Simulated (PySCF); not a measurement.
# [YbF2]+: other functionals and bases at one geometry

Aim: see how levels, charges and forces of [YbF2]+ depend on the level of theory. The structure is generated, not taken from experiment.

The runs use PySCF 2.14.0; several levels, as the steps say, no spin–orbit coupling.

1 further run of the same task is left out (for a known fault of the program).

## 1. Starting geometry

3 atoms, charge 1, spin multiplicity 1.

Bond lengths: Yb1–F2 1.892 Å, Yb1–F3 1.892 Å. Angles: F2–Yb1–F3 111.3°.

Geometry (Å):

```xyz
3
F2Yb
Yb    0.00000    0.00000   -0.30486
F     1.56133    0.00000    0.76302
F    -1.56133    0.00000    0.76302
```

Formal oxidation states: Yb +3. Each metal's 13 4f electrons lie in its core potential, so multiplicities, spins and levels count the valence alone. An earlier session relaxed this geometry at PBE0, Yb lcecp-1-SVP with ECP59, F def2-SVP (singlet, point group C2v).

At PBE0 on the finer grid: E = -238.629382 Eh, HOMO -16.40 eV, LUMO -8.58 eV, Mulliken charge on Yb1 +1.64 e, largest force component 0.016 eV/Å. 

Levels to run: M06-L; wB97X; PBE0, TZVP. Hardware: 2 threads of Arm Neoverse V2, shared host.

## 2. M06-L

The input, run.py (the lines that set the calculation):

```python
mol = gto.M(atom='''
Yb     0.00000     0.00000    -0.30486
F      1.56133     0.00000     0.76302
F     -1.56133     0.00000     0.76302''',
    basis={'Yb': 'lcecp-1-SVP', 'F': 'def2-SVP'},
    ecp={'Yb': 'lcecp-1-SVP'},
    charge=1, spin=0)
mf = dft.RKS(mol, xc='M06L')
mf.grids.atom_grid = (75, 302)  # f atoms: unpruned, at least (60, 302)
mf = mf.density_fit()  # fitting sets: Yb AutoAux, F def2-universal-JKFIT
mf.conv_tol = 1e-08; mf.max_cycle = 55
mf.kernel(dm0)  # dm0: the density of the relaxed state
```

On the command line:

```sh
> OMP_NUM_THREADS=2 python run.py
```

## 3. wB97X

run.py (the lines that set the calculation), as its differences from that of step 2:

```diff
@@ -7,3 +7,3 @@
     charge=1, spin=0)
-mf = dft.RKS(mol, xc='M06L')
+mf = dft.RKS(mol, xc='WB97X')
 mf.grids.atom_grid = (75, 302)  # f atoms: unpruned, at least (60, 302)
```

## 4. PBE0, TZVP

Basis: Yb lcecp-1-TZVP with ECP59, F def2-TZVP. 

The input, run.py (the lines that set the calculation):

```python
mol = gto.M(atom='''
Yb     0.00000     0.00000    -0.30486
F      1.56133     0.00000     0.76302
F     -1.56133     0.00000     0.76302''',
    basis={'Yb': 'lcecp-1-TZVP', 'F': 'def2-TZVP'},
    ecp={'Yb': 'lcecp-1-TZVP'},
    charge=1, spin=0)
mf = dft.RKS(mol, xc='PBE0')
mf.grids.atom_grid = (75, 302)  # f atoms: unpruned, at least (60, 302)
mf = mf.density_fit()  # fitting sets: Yb AutoAux, F def2-universal-JKFIT
mf.conv_tol = 1e-08; mf.max_cycle = 55
mf.kernel(dm0)  # dm0: free metal ions and neutral atoms
```

Before running it: what results should come out? Wanted: for each run, HOMO; gap; charge on Yb1; dipole; largest force.

As calculated:

| level | state | HOMO (eV) | gap (eV) | charge on Yb1 (e) | dipole (D) | largest force (eV/Å) | basis functions | time |
| --- | --- | --- | --- | --- | --- | --- | --- | --- |
| PBE0 (relaxed here) | singlet | -16.40 | 7.82 | 1.64 | 6.16 | 0.02 | 61 | 2.9 s |
| M06-L | singlet | -14.76 | 6.50 | 1.71 | 6.17 | 0.41 | 61 | 1.9 s |
| wB97X | singlet | -18.80 | 12.52 | 1.66 | 6.37 | 0.15 | 61 | 1.8 s |
| PBE0, TZVP | singlet | -16.41 | 7.92 | 1.87 | 6.21 | 0.28 | 109 | 4.8 s |

Times are on 2 threads of Arm Neoverse V2, shared host; the first row also made further properties. The dipole of a charged species depends on the origin, so these sizes hold for this origin alone.

In one basis the HOMO–LUMO gap runs from 6.50 eV (M06-L) to 12.52 eV (wB97X). The largest leftover force, 0.41 eV/Å with M06-L, stands at a geometry relaxed at another level. The Mulliken charge on Yb spans +1.64 to +1.87 e over the levels. With 4f in the core, its levels are missing from HOMO and gap. Total energies of different levels can't be compared. Spin–orbit coupling is left out throughout.
